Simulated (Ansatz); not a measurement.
# F− with CO: structure and interaction energy

The task here is to estimate one member of a computed series from the others.

Computed with Ansatz 0.2.0, Gaussian basis. Level: PBE0-D4 structure, single points in def2-TZVPPD.

Levels: PBE-D4, revPBE-D4, BLYP-D4, r2SCAN-D4, B97M-V, PBE0-D4, B3LYP-D4, HSE06-D4, wB97X-V, wB97M-V, B2PLYP, Hartree-Fock, MP2, CCSD, CCSD(T). The reference is CCSD(T) extrapolated to the basis limit.

Cores are frozen in the correlated methods. B3LYP uses VWN-RPA correlation. B2PLYP carries no dispersion term here.

163 further runs of the same task are left out: 163 set aside as unsound or not needed.

### Starting geometry

The pair, from a GFN2-xTB docking trial: 3 atoms, charge -1, spin multiplicity 1.

Atoms are counted from 1 here; the program's logs count them from 0.

Bond lengths: C2–O3 1.189 Å.

As a file:

| atom | x (Å) | y (Å) | z (Å) |
| --- | --- | --- | --- |
| F1 | -0.0092 | 0.0209 | -1.3397 |
| C2 | 0.2037 | -0.4621 | 0.3387 |
| O3 | -0.1945 | 0.4413 | 1.0010 |

Atoms 1 to 1 are fragment A (F−), the rest fragment B (CO).

The first run:

Contents of pre/in.yaml:

```yaml
crystal:
  periodic: [false, false, false]
  atoms:
    - {symbol: F, position_ang: [-0.009200, 0.020900, -1.339700]}
    - {symbol: C, position_ang: [0.203700, -0.462100, 0.338700]}
    - {symbol: O, position_ang: [-0.194500, 0.441300, 1.001000]}
basis:
  gaussian: {orbitals: def2-SVPD}
total_charge: -1
hamiltonian: {xc: pbe, dispersion: d4}
relax: {f_tol: 0.03, max_steps: 250}
```

Launch:

```sh
ansatz run in.yaml --threads 2 --pin off --events-out ev --progress --plain --max-ram 5222MiB
```

Among the steps run: A first relaxation in a small basis; Relaxation at PBE0-D4; wB97X-V/def2-TZVPPD; wB97M-V/def2-TZVPPD; B2PLYP/def2-TZVPPD; B97M-V/def2-TZVPPD; CCSD(T)/def2-TZVPPD; Hartree-Fock/STO-3G; SPW92/def2-SVP; wB97M-V/def2-SVP; CCSD(T)/def2-SVP; Vibrations of the pair.

One table of the session follows, with a row left open; its other results are not shown here.

```
      method  interaction (meV)
      PBE-D4               -810
   revPBE-D4               -693
     BLYP-D4               -645
   r2SCAN-D4               -842
      B97M-V               -734
     PBE0-D4               -778
    B3LYP-D4               -662
    HSE06-D4               -781
     wB97X-V               -633
     wB97M-V               -626
      B2PLYP               -508
Hartree-Fock               -339
         MP2               -316
        CCSD               -354
     CCSD(T)                  ?
 CCSD(T)/CBS               -486
```

Estimate the missing values for CCSD(T).

As computed: interaction (meV): -386. In the column «interaction (meV)» it lies between CCSD(T)/CBS (-486) and CCSD (-354).

Among the levels timed on like hardware, those that no quicker one beats, quickest first: revPBE-D4 (3.2 s, -207 meV); BLYP-D4 (3.5 s, -159 meV); B2PLYP (6.7 s, -22 meV).

For cost: B2PLYP gets within 22 meV in 6.7 s; the quickest level in the cost chart, revPBE-D4, takes 3.2 s and misses by 207 meV.

Limits of these values: A lower arrangement may exist.
